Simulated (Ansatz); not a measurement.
**C4H9Cl2InN2: a ladder of functionals and wavefunction methods**

The task here is to estimate one member of a computed series from the others.

Program: Ansatz 0.2.0, Gaussian basis. Level of theory: functionals in def2-TZVPP, the program's frozen cores in correlated methods. These are calculated values, not measurements.

Levels to be run: LDA (SPW92), PBE-D4, revPBE-D4, BLYP-D4, r2SCAN-D4, B97M-V, PBE0-D4, B3LYP-D4, r2SCANh-D4, r2SCAN0-D4, HSE06-D4, BHLYP-D4, CAM-B3LYP-D4, LC-ωPBE, ωB97X-V, ωB97M-V, B2PLYP, PBE-QIDH; CCSD(T)/def2-SVP; CCSD(T)/def2-TZVPP; MP2/def2-QZVPP; extrapolation to the limit; RPA on PBE.

## The relaxed structure

An earlier PBE0-D4 in a triple-zeta def2 set relaxation fixed the geometry. In takes the def2 core potential; no spin-orbit term is included.

SMILES `CC1=[N+](C)[In-]([Cl])([Cl])[N]1C`, 18 atoms, charge 0, spin multiplicity 1.

Atoms are counted from 1 here; the program's logs count them from 0.

Bond lengths: C1–C2 1.491 Å, C1–H10 1.092 Å, C1–H11 1.093 Å, C1–H12 1.087 Å, C2–N3 1.324 Å, C2–N8 1.322 Å, N3–C4 1.436 Å, N3–In5 2.164 Å, C4–H13 1.097 Å, C4–H14 1.089 Å, C4–H15 1.097 Å, In5–Cl6 2.325 Å, In5–Cl7 2.325 Å, In5–N8 2.167 Å, N8–C9 1.437 Å, C9–H16 1.096 Å, C9–H17 1.096 Å, C9–H18 1.090 Å. Angles: C2–C1–H10 109.9°, C2–C1–H11 109.8°, C2–C1–H12 112.1°, H10–C1–H11 107.2°, H10–C1–H12 108.9°, H11–C1–H12 108.8°, C1–C2–N3 122.1°, C1–C2–N8 124.2°, N3–C2–N8 113.7°, C2–N3–C4 123.5°, C2–N3–In5 92.5°, C4–N3–In5 144.0°, N3–C4–H13 112.4°, N3–C4–H14 109.1°, N3–C4–H15 112.4°, H13–C4–H14 107.3°, H13–C4–H15 108.0°, H14–C4–H15 107.3° and more.

The first run:

in.yaml reads:

```yaml
crystal:
  periodic: [false, false, false]
  atoms:
    - {symbol: C, position_ang: [1.041872, -1.426836, -0.093136]}
    - {symbol: C, position_ang: [0.164454, -0.225261, -0.001324]}
    - {symbol: N, position_ang: [-0.423764, 0.299305, -1.064876]}
    - {symbol: C, position_ang: [-0.284209, -0.233618, -2.390987]}
    - {symbol: In, position_ang: [-1.363544, 1.856570, 0.106791]}
    - {symbol: Cl, position_ang: [-3.654686, 1.676932, 0.456703]}
    - {symbol: Cl, position_ang: [-0.519124, 4.009473, -0.130574]}
    - {symbol: N, position_ang: [-0.102031, 0.416960, 1.123277]}
    - {symbol: C, position_ang: [0.417482, 0.052043, 2.412818]}
    - {symbol: H, position_ang: [0.490718, -2.256261, -0.542041]}
    - {symbol: H, position_ang: [1.892675, -1.214556, -0.745114]}
    - {symbol: H, position_ang: [1.414263, -1.736256, 0.880567]}
    - {symbol: H, position_ang: [0.759764, -0.250891, -2.726345]}
    - {symbol: H, position_ang: [-0.838522, 0.394151, -3.087670]}
    - {symbol: H, position_ang: [-0.685380, -1.250875, -2.477114]}
    - {symbol: H, position_ang: [0.099656, -0.949644, 2.724240]}
    - {symbol: H, position_ang: [1.511932, 0.095297, 2.451142]}
    - {symbol: H, position_ang: [0.040942, 0.754765, 3.155444]}
basis:
  gaussian: {orbitals: def2-TZVPP}
hamiltonian: {xc: lda}
output: {orbitals: {seedname: orbitals}}
```

The run is started by

```bash
$ ansatz run in.yaml --threads 4 --pin off --events-out ev --progress --plain --max-ram 46080MiB --backend cuda --devices 0, --max-vram 37GiB
```

Steps of the session up to this table: LDA; PBE-D4 (GGA); revPBE-D4 (GGA); BLYP-D4 (GGA); r2SCAN-D4 (meta-GGA); B97M-V (meta-GGA); PBE0-D4 (hybrid); B3LYP-D4 (hybrid); r2SCANh-D4 (hybrid); r2SCAN0-D4 (hybrid); HSE06-D4 (hybrid); BHLYP-D4 (hybrid); CAM-B3LYP-D4 (range-separated); LC-ωPBE (range-separated); ωB97X-V (range-separated); ωB97M-V (range-separated); B2PLYP (double hybrid); PBE-QIDH (double hybrid).

One table of the session follows, with a row left open; its other results are not shown here.

It belongs to the step «Orbital energies across the functionals». 

```
  functional  HOMO (eV)  gap (eV)
 LDA (SPW92)      -5.69      3.38
      PBE-D4      -5.53      3.53
   revPBE-D4      -5.47      3.59
     BLYP-D4      -5.40      3.46
   r2SCAN-D4      -5.76      4.00
      B97M-V      -5.83      4.03
     PBE0-D4      -6.74      5.65
    B3LYP-D4      -6.53      5.14
  r2SCANh-D4      -6.21      4.78
  r2SCAN0-D4      -6.90      5.96
    HSE06-D4      -6.34      4.89
    BHLYP-D4      -7.86      7.71
CAM-B3LYP-D4      -8.06      7.96
     LC-ωPBE          ?         ?
     ωB97X-V      -9.04     10.05
     ωB97M-V      -8.95      9.78
```

**Question.** Estimate the row for LC-ωPBE.

As computed: HOMO (eV): -9.38; gap (eV): 10.58. In the column «HOMO (eV)» it is the lowest.
